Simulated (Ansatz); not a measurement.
# C2H7ClFHfNSe: vertical ionisation energy

An exercise on one series of results from a longer session: the logs are not shown, and one member is left open.

The runs use Ansatz 0.2.0, Gaussian basis; unrestricted cation, the program's frozen cores in correlated methods.

The runs, in order: UKS PBE-D4/def2-TZVPP; UKS r2SCAN-D4/def2-TZVPP; UKS PBE0-D4/def2-TZVPP; UKS B3LYP-D4/def2-TZVPP; UKS wB97X-V/def2-TZVPP; UKS wB97M-V/def2-TZVPP; UKS B2PLYP/def2-TZVPP; UHF-MP2/def2-TZVPP; UHF-MP2/def2-QZVPP; then −ε(HOMO) from the neutral's earlier runs with LDA (SPW92), PBE-D4, revPBE-D4, BLYP-D4, r2SCAN-D4, B97M-V, PBE0-D4, B3LYP-D4, r2SCANh-D4, r2SCAN0-D4, HSE06-D4, BHLYP-D4, CAM-B3LYP-D4, LC-ωPBE, ωB97X-V, ωB97M-V.

1 further run of the same task is left out (it didn't finish).

### The geometry

An earlier PBE0-D4 in a triple-zeta def2 set relaxation fixed the geometry. Hf takes the def2 core potential; no spin-orbit term is included.

SMILES `C[N](C)[Hf]([F])([Cl])[SeH]`, 14 atoms, charge 0, spin multiplicity 1.

Atoms are counted from 1 here; the program's logs count them from 0.

Bond lengths: C1–N2 1.449 Å, C1–H8 1.095 Å, C1–H9 1.097 Å, C1–H10 1.097 Å, N2–C3 1.445 Å, N2–Hf4 1.988 Å, C3–H11 1.097 Å, C3–H12 1.097 Å, C3–H13 1.092 Å, Hf4–F5 1.901 Å, Hf4–Cl6 2.362 Å, Hf4–Se7 2.582 Å, Se7–H14 1.473 Å. Angles: N2–C1–H8 111.1°, N2–C1–H9 111.3°, N2–C1–H10 111.0°, H8–C1–H9 107.5°, H8–C1–H10 107.4°, H9–C1–H10 108.4°, C1–N2–C3 113.5°, C1–N2–Hf4 118.6°, C3–N2–Hf4 127.9°, N2–C3–H11 111.1°, N2–C3–H12 111.0°, N2–C3–H13 110.8°, H11–C3–H12 107.8°, H11–C3–H13 108.0°, H12–C3–H13 108.0°, N2–Hf4–F5 108.2°, N2–Hf4–Cl6 110.6°, N2–Hf4–Se7 101.1° and more.

As a file:

```
C    -0.39546   -0.23271    1.55686
N     0.36466   -0.05481    0.33618
C     1.70569   -0.58753    0.41019
Hf   -0.49829    0.87570   -1.19468
F     0.84731    1.28602   -2.47315
Cl   -1.68205    2.77843   -0.44927
Se   -2.09135   -0.96382   -2.05785
H    -1.40587    0.17807    1.45505
H     0.08384    0.27658    2.40214
H    -0.49630   -1.29607    1.80595
H     2.27798   -0.10743    1.21423
H     1.68900   -1.66654    0.60805
H     2.24017   -0.42463   -0.52831
H    -2.63933   -0.06129   -3.08540
```

The first run:

Contents of in.yaml:

```yaml
crystal:
  periodic: [false, false, false]
  atoms:
    - {symbol: C, position_ang: [-0.395460, -0.232714, 1.556865]}
    - {symbol: N, position_ang: [0.364662, -0.054806, 0.336184]}
    - {symbol: C, position_ang: [1.705694, -0.587526, 0.410193]}
    - {symbol: Hf, position_ang: [-0.498294, 0.875702, -1.194679]}
    - {symbol: F, position_ang: [0.847314, 1.286018, -2.473152]}
    - {symbol: Cl, position_ang: [-1.682050, 2.778430, -0.449269]}
    - {symbol: Se, position_ang: [-2.091347, -0.963823, -2.057848]}
    - {symbol: H, position_ang: [-1.405871, 0.178070, 1.455047]}
    - {symbol: H, position_ang: [0.083836, 0.276584, 2.402136]}
    - {symbol: H, position_ang: [-0.496303, -1.296066, 1.805953]}
    - {symbol: H, position_ang: [2.277981, -0.107428, 1.214233]}
    - {symbol: H, position_ang: [1.688995, -1.666535, 0.608047]}
    - {symbol: H, position_ang: [2.240165, -0.424628, -0.528306]}
    - {symbol: H, position_ang: [-2.639333, -0.061288, -3.085404]}
basis:
  gaussian: {orbitals: def2-TZVPP}
total_charge: 1
magnetization: {spin_polarized: true, initial_magnetization: 1}
hamiltonian: {xc: pbe, dispersion: d4}
```

On the command line:

```console
ansatz run in.yaml --threads 2 --pin off --events-out ev --progress --plain --max-ram 20480MiB --backend cuda --devices 0, --max-vram 18GiB
```

Steps of the session up to this table: Cation, UKS PBE-D4/def2-TZVPP; Cation, UKS r2SCAN-D4/def2-TZVPP; Cation, UKS PBE0-D4/def2-TZVPP; Cation, UKS B3LYP-D4/def2-TZVPP; Cation, UKS wB97X-V/def2-TZVPP; Cation, UKS wB97M-V/def2-TZVPP; Cation, UKS B2PLYP (frozen core)/def2-TZVPP; Cation, UHF-MP2/def2-TZVPP; Cation, UHF-MP2/def2-QZVPP.

One table of the session follows, with a row left open; its other results are not shown here.

It belongs to the step «Ionisation energies side by side». For comparison, −ε(HOMO) of the neutral from earlier runs:

| functional | −ε(HOMO) (eV) |
| --- | --- |
| LDA (SPW92) | 6.19 |
| PBE-D4 | 6.02 |
| revPBE-D4 | 5.96 |
| BLYP-D4 | 5.84 |
| r2SCAN-D4 | ? |
| B97M-V | 6.36 |
| PBE0-D4 | 7.17 |
| B3LYP-D4 | 6.92 |
| r2SCANh-D4 | 6.73 |
| r2SCAN0-D4 | 7.36 |
| HSE06-D4 | 6.77 |
| BHLYP-D4 | 8.14 |
| CAM-B3LYP-D4 | 8.42 |
| LC-ωPBE | 9.77 |
| ωB97X-V | 9.43 |
| ωB97M-V | 9.30 |

**Question.** Estimate the row for r2SCAN-D4.

Worked estimate for «−ε(HOMO) (eV)». Against the share of exact exchange, r2SCANh-D4 (0.1, 6.73), r2SCAN0-D4 (0.25, 7.36) give a slope of 4.20 per unit share; at 0 the line stands at 6.31.

The run gave: −ε(HOMO) (eV): 6.31. In «−ε(HOMO) (eV)» the line misses by 0.00.
